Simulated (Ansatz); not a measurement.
TaO3, space group Pm-3m, a comparison of functionals at one structure

With the Ansatz DFT code, driven from Python.

Notebook, run cell by cell (the value of a cell's last expression is shown):

In [1]:
```python
import ansatz
import numpy as np
```

In [2]:
```python
vectors = np.array([
    [3.960344, 0.0, 0.0],
    [0.0, 3.960344, 0.0],
    [0.0, 0.0, 3.960344],
])
xtal = (
    ansatz.Lattice.of(vectors)
    .atom("Ta", (0.5, 0.5, 0.5))
    .atom("O", (0.0, 0.5, 0.5))
    .atom("O", (0.5, 0.5, 0.0))
    .atom("O", (0.5, 0.0, 0.5))
)
```

In [3]:
```python
[site.symbol for site in xtal.resolved().sites]
```
Out [3]:
```text
['Ta', 'O', 'O', 'O']
```

In [4]:
```python
setup = xtal.calculation()
setup = setup.kpoints(5, 5, 5)
setup = setup.basis(510)
setup = setup.occupations("Marzari-Vanderbilt", width=0.1)
setup = setup.pseudopotentials("paw").stress()
```

In [5]:
```python
rows = []
for value in ["pbesol", "lda", "blyp"]:
    data = setup.functional(value).run().report
    rows.append((value, data["free_energy_ev"] / len(data["lattice"]["sites"]), data["n_iterations"], sum(data["stress_gpa"][i][i] for i in range(3)) / 3, data["n_kpoints"]))
```

In [6]:
```python
print("  functional   F/atom (eV)    iterations       P (GPa)      k-points")
for row in rows:
    print(f"{str(row[0]):>12s}  {row[1]:12.5f}  {row[2]:12d}  {row[3]:12.3f}  {row[4]:12d}")
```
```text
  functional   F/atom (eV)    iterations       P (GPa)      k-points
      pbesol   -2872.59683             7        -5.621            10
         lda   -2837.39919             7        -9.520            10
        blyp   -2916.63654             6         2.259            10
```

From lowest to highest: LDA (-9.5 GPa), PBEsol (-5.6 GPa) and BLYP (2.3 GPa). At a fixed cell a lower pressure usually means a smaller equilibrium volume, so LDA prefers the smallest cell and BLYP the largest.

Reading the output:
- The cell holds an odd number of electrons and is run without spin, so a magnetic state may lie lower.
- BLYP can be off by several per cent in the lattices of metals, and by several GPa in the pressure at a fixed cell.
- The mesh is modest for a metal, so energies can be off by several to tens of meV an atom and pressures by half a GPa or more; differences at equal mesh fare better.
- Pressure is positive in compression.
- Spin-orbit coupling, which matters for elements this heavy, is left out.
- This cell is a computed structure, which may not be the phase found in nature.
- Total energies of different functionals can't be compared; pressures, moments and gaps at this one structure can.
- Run time: 3.5 s on 1 thread of Arm Neoverse V2, with other jobs on the host, peak memory 0.38 GiB.

(Lines on the test bed's own set-up are left out of the output.)
